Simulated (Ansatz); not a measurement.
# LiSb2: the cost of one run

Method: DFT PBE+D3(BJ), scalar-relativistic, plane waves, PAW, in Ansatz 0.2.0.

1 further run of the same task is left out (for a known fault of the program).

## 1. The structure to begin with

The structure is trigonal, space group R-3m (No. 166). Conventional cell: a = 4.159 Å, b = 4.159 Å, c = 20.635 Å, α = 90.00°, β = 90.00°, γ = 120.00°. Around Li (site symmetry -3m) lie 6 Sb at 2.95 Å. Around Sb (site symmetry 3m) lie 3 Li at 2.95 Å.

Structure file:

```xyz
3
Lattice="2.0798 1.2007 6.8784 -2.0798 1.2007 6.8784 0.0000 -2.4015 6.8784" Properties=species:S:1:pos:R:3 pbc="T T T"
Li    0.0000    0.0000   10.3176
Sb    0.0000    0.0000   15.4826
Sb    0.0000    0.0000    5.1525
```

The cell is invented: close-packed anion layers stacked AB|C, with sites between them filled layer by layer (R-3m, No. 166). The dimensions are guesses.

## 2. The guess as it stands, on a coarse mesh

Contents of input.yaml:

```yaml
crystal:
  lattice:
    - [2.07975, 1.20074422, 6.87836801]
    - [-2.07975, 1.20074422, 6.87836801]
    - [0.0, -2.40148844, 6.87836801]
  atoms:
    - { symbol: Li, position: [0.5, 0.5, 0.5] }
    - { symbol: Sb, position: [0.75030553, 0.75030553, 0.75030553] }
    - { symbol: Sb, position: [0.24969447, 0.24969447, 0.24969447] }
basis:
  ecutwfc: 420
kpoints:
  mp_grid: { grid: [6, 6, 6] }
hamiltonian:
  xc: pbe
  dispersion: d3bj
scf:
  occupations: { method: gaussian, width: 0.1 }
  lower_state_search: "off"
output:
  forces: true
  stress: true
  eigenvalues: true
```

Started as:

```console
$ ansatz run input.yaml --threads 1 --pin off --max-ram 2048MiB --backend cpu --events-out ev --progress --plain --runs-dir out
```

Q: Estimate wall time and peak memory on 1 thread of Arm Neoverse N1, shared host.

About 6.4 s, with a peak of 0.36 GiB.
